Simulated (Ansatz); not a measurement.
# ZnS+ (doublet): the correlation ladder, def2-TZVPP

One table from this session's results is given with a row withheld; the runs are named, their logs left out.

Computed with Ansatz 0.2.0, Gaussian basis. Level: def2-TZVPP, core rule «outside noble gas», up to 14 orbitals frozen.

Plan: UHF; CCSD(T) on ROHF; CCSD(T) on UHF; CCSDT(Q) on ROHF; CCSDT(Q) on UHF; CASSCF and NEVPT2, 17 electrons in 10 orbitals.

6 further runs of the same task are left out: 6 set aside as unsound or not needed.

### What is computed

The geometry is a PBE0/def2-TZVP stationary point (not a proven minimum) of the parent state, kept for this charge and spin.

2 atoms, charge 1, spin multiplicity 2.

Atoms are counted from 1 here; the program's logs count them from 0.

Bond lengths: Zn1–S2 2.255 Å.

As a file:

```
Zn    0.0000    0.0000    0.0000
S     0.0000    0.0000    2.2554
```

The first run:

The input, in.yaml:

```yaml
crystal:
  periodic: [false, false, false]
  atoms:
    - {symbol: Zn, position_ang: [0.000000, 0.000000, 0.000000]}
    - {symbol: S, position_ang: [0.000000, 0.000000, 2.255400]}
basis:
  gaussian: {orbitals: def2-TZVPP}
total_charge: 1
magnetization: {spin_polarized: true, initial_magnetization: 1}
hamiltonian: {xc: hf}
output: {orbitals: {seedname: orbitals}}
```

Run with:

```console
$ ansatz run in.yaml --threads 1 --pin off --events-out ev --progress --plain --max-ram 4096MiB --backend cpu
```

Steps of the session up to this table: UHF; CCSD(T) on ROHF; CCSD(T) on UHF; CCSDT(Q) on ROHF; CCSDT(Q) on UHF; CASSCF and NEVPT2, 17 electrons in 10 orbitals.

One table of the session follows, with a row left open; its other results are not shown here.

| method | from UCCSDT(Q) (meV) |
| --- | --- |
| ROHF | +16578.0 |
| UHF | +16411.6 |
| RMP2 | -23.9 |
| UMP2 | ? |
| RCCSD | +589.4 |
| UCCSD | +581.7 |
| RCCSD(T) | +28.0 |
| UCCSD(T) | +30.9 |
| RCCSDT | +20.5 |
| UCCSDT | +18.4 |
| RCCSDT(Q) | +6.9 |
| UCCSDT(Q) | 0 |
| CASSCF valence | +16037.9 |
| NEVPT2 valence | +1485.5 |

Q: Estimate the row for UMP2 from the others.

The run gave: from UCCSDT(Q) (meV): +15.9. In the column «from UCCSDT(Q) (meV)» it lies between RCCSDT(Q) (+6.9) and UCCSDT (+18.4).

Limits of these values: Restricted and unrestricted rows rest on different reference determinants; where their highest levels disagree by more than a few hundredths of an eV, they describe different states and don't form one ladder.
